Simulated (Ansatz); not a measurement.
# AlGaHCl (triplet): the correlation ladder at a displaced geometry (v2), cc-pVDZ

One table from this session's results is given with a row withheld; the runs are named, their logs left out.

Method: cc-pVDZ, core rule «outside noble gas», up to 24 orbitals frozen; program: Ansatz 0.2.0, Gaussian basis.

To be run: UHF; CCSD(T) on ROHF; CCSD(T) on UHF; BCCD(T) on ROHF; CISD as a restricted active space (open shells left free, so some higher excitations enter); CCSDT(Q) on ROHF; CCSDT(Q) on UHF.

19 further runs of the same task are left out: 6 that didn't finish, 13 set aside as unsound or not needed. Runs told in other sessions of the task aren't counted.

**The system**

The geometry is a PBE0/def2-TZVP stationary point (not a proven minimum) with its atoms shifted at random (size 0.100 Å). No spin-orbit coupling is included. The filled d shell of Ga may be among the frozen orbitals whatever the setting's name suggests.

4 atoms, charge 0, spin multiplicity 3.

Atoms are counted from 1 here; the program's logs count them from 0.

Bond lengths: Cl1–Al2 2.112 Å, Al2–Ga3 2.546 Å, Al2–H4 1.505 Å. Angles: Cl1–Al2–Ga3 114.3°, Cl1–Al2–H4 121.4°, Ga3–Al2–H4 122.6°.

The first run:

in.yaml

```yaml
crystal:
  periodic: [false, false, false]
  atoms:
    - {symbol: Cl, position_ang: [0.079653, -0.442614, 2.383582]}
    - {symbol: Al, position_ang: [-0.085221, 0.917604, 0.776176]}
    - {symbol: Ga, position_ang: [-0.008601, -0.164720, -1.526579]}
    - {symbol: H, position_ang: [0.074508, 2.399348, 0.982297]}
basis:
  gaussian: {orbitals: cc-pVDZ}
magnetization: {spin_polarized: true, initial_magnetization: 2}
hamiltonian: {xc: hf}
output: {orbitals: {seedname: orbitals}}
```

Command:

```console
$ ansatz run in.yaml --threads 1 --pin off --events-out ev --progress --plain --max-ram 2393MiB
```

Among the steps run: UHF; CCSD(T) on ROHF; CCSD(T) on UHF; BCCD(T) on ROHF; CISD as a restricted active space (open shells left free, so some higher excitations enter); CCSDT(Q) on ROHF; CCSDT(Q) on UHF.

One of the session's tables, all rows but one given; the rest of the session is left out.

It belongs to the step «Misses and costs». 

| method | from UCCSDT(Q) (kcal/mol) |
| --- | --- |
| ROHF | +168.61 |
| UHF | +165.82 |
| RMP2 | ? |
| UMP2 | +27.29 |
| CISD | +21.45 |
| RCCSD | +5.33 |
| UCCSD | +5.04 |
| RCCSD(T) | +1.26 |
| UCCSD(T) | +1.08 |
| BCCD(T) | +1.23 |
| RCCSDT | +0.52 |
| UCCSDT | +0.33 |
| RCCSDT(Q) | +0.20 |
| UCCSDT(Q) | 0 |

Q: Estimate the row for RMP2 from the others.

As computed: from UCCSDT(Q) (kcal/mol): +27.21. In the column «from UCCSDT(Q) (kcal/mol)» it lies between CISD (+21.45) and UMP2 (+27.29).

Limits of these values: Restricted and unrestricted rows rest on different reference determinants; a gap between their highest levels can come from leftover correlation error, from unlike frozen cores or from another state.
